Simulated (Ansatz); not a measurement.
**CH₄Cl₃NSi: one species, many methods**

An exercise on one series of results from a longer session: the logs are not shown, and one member is left open.

Computed with Ansatz 0.2.0, Gaussian basis. Level: functionals in def2-TZVPP, the program's frozen cores in correlated methods.

Plan: LDA (SPW92), PBE-D4, revPBE-D4, BLYP-D4, r2SCAN-D4, B97M-V, PBE0-D4, B3LYP-D4, r2SCANh-D4, r2SCAN0-D4, HSE06-D4, BHLYP-D4, CAM-B3LYP-D4, LC-ωPBE, ωB97X-V, ωB97M-V, B2PLYP, PBE-QIDH; CCSD(T)/def2-SVP; CCSD(T)/def2-TZVPP; MP2/def2-QZVPP; extrapolation to the limit; RPA on PBE.

### The geometry

The geometry comes from an earlier relaxation with PBE0-D4 in a triple-zeta def2 set; it is a stationary point, not always the lowest conformer.

10 atoms, charge 0, spin multiplicity 1.

Atoms are counted from 1 here; the program's logs count them from 0.

Bond lengths: C1–N2 1.450 Å, C1–H7 1.092 Å, C1–H8 1.095 Å, C1–H9 1.092 Å, N2–Si3 1.680 Å, N2–H10 1.007 Å, Si3–Cl4 2.044 Å, Si3–Cl5 2.032 Å, Si3–Cl6 2.036 Å. Angles: N2–C1–H7 110.5°, N2–C1–H8 112.7°, N2–C1–H9 109.6°, H7–C1–H8 108.7°, H7–C1–H9 107.2°, H8–C1–H9 107.9°, C1–N2–Si3 125.2°, C1–N2–H10 115.2°, Si3–N2–H10 117.3°, N2–Si3–Cl4 114.2°, N2–Si3–Cl5 107.5°, N2–Si3–Cl6 110.4°, Cl4–Si3–Cl5 108.4°, Cl4–Si3–Cl6 105.7°, Cl5–Si3–Cl6 110.6°.

The first run:

Input file in.yaml:

```yaml
crystal:
  periodic: [false, false, false]
  atoms:
    - {symbol: C, position_ang: [0.362661, -1.199626, 0.755704]}
    - {symbol: N, position_ang: [0.649575, -0.077052, -0.115897]}
    - {symbol: Si, position_ang: [-0.464403, 1.085464, -0.595751]}
    - {symbol: Cl, position_ang: [-2.031157, 0.346353, -1.680231]}
    - {symbol: Cl, position_ang: [0.523826, 2.443451, -1.739279]}
    - {symbol: Cl, position_ang: [-1.295599, 1.986267, 1.030059]}
    - {symbol: H, position_ang: [1.222978, -1.420215, 1.391636]}
    - {symbol: H, position_ang: [0.092920, -2.105199, 0.202472]}
    - {symbol: H, position_ang: [-0.470552, -0.948709, 1.414685]}
    - {symbol: H, position_ang: [1.492851, -0.161834, -0.660298]}
basis:
  gaussian: {orbitals: def2-TZVPP}
hamiltonian: {xc: lda}
output: {orbitals: {seedname: orbitals}}
```

The run is started by

```
> ansatz run in.yaml --threads 4 --pin off --events-out ev --progress --plain --max-ram 11315MiB
```

Among the steps run: LDA; PBE-D4 (GGA); revPBE-D4 (GGA); BLYP-D4 (GGA); r2SCAN-D4 (meta-GGA); B97M-V (meta-GGA); B3LYP-D4 (hybrid); r2SCANh-D4 (hybrid); r2SCAN0-D4 (hybrid); HSE06-D4 (hybrid); BHLYP-D4 (hybrid); CAM-B3LYP-D4 (range-separated); LC-ωPBE (range-separated); ωB97X-V (range-separated); ωB97M-V (range-separated); B2PLYP (double hybrid); PBE-QIDH (double hybrid).

One table of the session follows, with a row left open; its other results are not shown here.

It belongs to the step «Orbital energies across the functionals». 

```
  functional  HOMO (eV)  gap (eV)
 LDA (SPW92)      -6.37      5.39
      PBE-D4      -6.22      5.51
   revPBE-D4          ?         ?
     BLYP-D4      -6.09      5.48
   r2SCAN-D4      -6.52      6.22
      B97M-V      -6.62      6.36
     PBE0-D4      -7.64      7.95
    B3LYP-D4      -7.39      7.42
  r2SCANh-D4      -7.05      7.10
  r2SCAN0-D4      -7.85      8.41
    HSE06-D4      -7.24      7.16
    BHLYP-D4      -8.97     10.26
CAM-B3LYP-D4      -9.05     10.41
     LC-ωPBE     -10.46     13.13
     ωB97X-V     -10.08     12.58
     ωB97M-V      -9.96     12.09
```

Q: Estimate the row for revPBE-D4 from the others.

As computed: HOMO (eV): -6.17; gap (eV): 5.56. In the column «HOMO (eV)» it lies between PBE-D4 (-6.22) and BLYP-D4 (-6.09).
